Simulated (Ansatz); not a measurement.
# H6N2OSi: the cost of one run

Method: RKS r2SCAN-D4/STO-3G, in Ansatz 0.2.0.

## (1) The starting structure

Bond lengths: N1–Si2 1.600 Å, Si2–N3 1.671 Å, Si2–O4 1.652 Å, N1–H5 1.042 Å, N1–H6 1.040 Å, Si2–H7 1.491 Å, N3–H8 0.957 Å, N3–H9 1.037 Å, O4–H10 0.995 Å. Angles: N1–Si2–N3 97.1°, N1–Si2–O4 106.2°, N1–Si2–H7 114.6°, N3–Si2–O4 107.6°, N3–Si2–H7 115.7°, O4–Si2–H7 114.0°, Si2–N1–H5 112.0°, Si2–N1–H6 110.2°, H5–N1–H6 101.6°, Si2–N3–H8 106.6°, Si2–N3–H9 106.5°, H8–N3–H9 107.7°, Si2–O4–H10 107.9°.

As a file:

```xyz
10

N    -0.7210    1.0461   -0.2513
Si    0.5251    0.1206    0.1363
N    -0.3428   -1.0850    0.9025
O     1.0962   -0.5007   -1.2835
H    -0.4377    2.0367   -0.4072
H    -1.3652    1.1382    0.5602
H     1.5658    0.7939    0.9646
H    -0.9757   -1.4134    0.2640
H     0.3283   -1.8500    1.1032
H     0.4102   -0.3376   -1.9859
```

## (2) Relaxing the start

Contents of input.yaml:

```yaml
crystal:
  periodic: [false, false, false]
  atoms:
    - { symbol: "N", position_ang: [-0.721, 1.0461, -0.2513] }
    - { symbol: Si, position_ang: [0.5251, 0.1206, 0.1363] }
    - { symbol: "N", position_ang: [-0.3428, -1.085, 0.9025] }
    - { symbol: O, position_ang: [1.0962, -0.5007, -1.2835] }
    - { symbol: H, position_ang: [-0.4377, 2.0367, -0.4072] }
    - { symbol: H, position_ang: [-1.3652, 1.1382, 0.5602] }
    - { symbol: H, position_ang: [1.5658, 0.7939, 0.9646] }
    - { symbol: H, position_ang: [-0.9757, -1.4134, 0.264] }
    - { symbol: H, position_ang: [0.3283, -1.85, 1.1032] }
    - { symbol: H, position_ang: [0.4102, -0.3376, -1.9859] }
basis:
  gaussian: { orbitals: STO-3G }
hamiltonian:
  xc: r2scan
  dispersion: d4
relax:
  f_tol: 0.02
  max_steps: 40
```

The run is started by

```sh
$ ansatz run input.yaml --threads 1 --pin off --max-ram 2048MiB --backend cpu --events-out ev --progress --plain --runs-dir out
```

Q: Estimate wall time and peak memory on 1 thread of Arm Neoverse V1, shared host.

About 33 s, with a peak of 0.13 GiB.
